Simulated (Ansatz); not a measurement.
# CH₄GaO radical: up Jacob's ladder to CCSD(T)

One table from this session's results is given with a row withheld; the runs are named, their logs left out.

Method: functionals in def2-TZVPP, the program's frozen cores in correlated methods; program: Ansatz 0.2.0, Gaussian basis.

Plan: LDA (SPW92), PBE-D4, revPBE-D4, BLYP-D4, r2SCAN-D4, B97M-V, PBE0-D4, B3LYP-D4, r2SCANh-D4, r2SCAN0-D4, HSE06-D4, BHLYP-D4, CAM-B3LYP-D4, LC-ωPBE, ωB97X-V, ωB97M-V, B2PLYP, PBE-QIDH; CCSD(T)/def2-SVP; CCSD(T)/def2-TZVPP; MP2/def2-QZVPP; extrapolation to the limit; RPA on PBE.

**The geometry**

All runs share one geometry, relaxed beforehand with PBE0-D4 in a triple-zeta def2 set.

SMILES `C[O][GaH]`, 7 atoms, charge 0, spin multiplicity 2.

Atoms are counted from 1 here; the program's logs count them from 0.

Bond lengths: C1–O2 1.401 Å, C1–H4 1.097 Å, C1–H5 1.096 Å, C1–H6 1.096 Å, O2–Ga3 1.791 Å, Ga3–H7 1.601 Å. Angles: O2–C1–H4 113.2°, O2–C1–H5 109.9°, O2–C1–H6 109.9°, H4–C1–H5 107.9°, H4–C1–H6 107.9°, H5–C1–H6 107.9°, C1–O2–Ga3 128.8°, O2–Ga3–H7 112.5°.

The first run:

File in.yaml:

```yaml
crystal:
  periodic: [false, false, false]
  atoms:
    - {symbol: C, position_ang: [-0.579897, 0.843508, -0.068997]}
    - {symbol: O, position_ang: [0.330931, -0.104552, 0.414214]}
    - {symbol: Ga, position_ang: [0.839869, -1.651867, -0.329839]}
    - {symbol: H, position_ang: [-1.018669, 0.567682, -1.036241]}
    - {symbol: H, position_ang: [-0.081832, 1.811921, -0.190046]}
    - {symbol: H, position_ang: [-1.399270, 0.973116, 0.646828]}
    - {symbol: H, position_ang: [1.908857, -2.439807, 0.564071]}
basis:
  gaussian: {orbitals: def2-TZVPP}
magnetization: {spin_polarized: true, initial_magnetization: 1}
hamiltonian: {xc: lda}
output: {orbitals: {seedname: orbitals}}
```

Among the steps run: LDA; PBE-D4 (GGA); revPBE-D4 (GGA); BLYP-D4 (GGA); r2SCAN-D4 (meta-GGA); B97M-V (meta-GGA); PBE0-D4 (hybrid); B3LYP-D4 (hybrid); r2SCANh-D4 (hybrid); r2SCAN0-D4 (hybrid); HSE06-D4 (hybrid); BHLYP-D4 (hybrid); CAM-B3LYP-D4 (range-separated); LC-ωPBE (range-separated); ωB97X-V (range-separated); ωB97M-V (range-separated); B2PLYP (double hybrid); PBE-QIDH (double hybrid).

One table of the session follows, with a row left open; its other results are not shown here.

It belongs to the step «Orbital energies across the functionals». 

```
  functional  HOMO (eV)  LUMO (eV)  gap (eV)
 LDA (SPW92)      -4.79      -3.86      0.93
      PBE-D4      -4.75      -3.54      1.21
   revPBE-D4      -4.72      -3.42      1.30
     BLYP-D4      -4.60      -3.61      0.99
   r2SCAN-D4      -5.13      -3.16      1.97
      B97M-V      -4.93      -3.83      1.10
     PBE0-D4      -5.86      -2.65      3.21
    B3LYP-D4      -5.64      -3.09      2.55
  r2SCANh-D4      -5.54      -2.86      2.68
  r2SCAN0-D4      -6.15      -2.41      3.73
    HSE06-D4      -5.47      -3.03      2.43
    BHLYP-D4      -6.82      -1.95      4.87
CAM-B3LYP-D4      -7.10      -1.83      5.27
     LC-ωPBE      -8.44      -0.37      8.07
     ωB97X-V      -7.98      -0.82      7.16
     ωB97M-V          ?          ?         ?
```

Estimate the missing values for ωB97M-V.

**Answer.** HOMO (eV): -7.86; LUMO (eV): -1.00; gap (eV): 6.87. In the column «HOMO (eV)» it lies between ωB97X-V (-7.98) and CAM-B3LYP-D4 (-7.10).
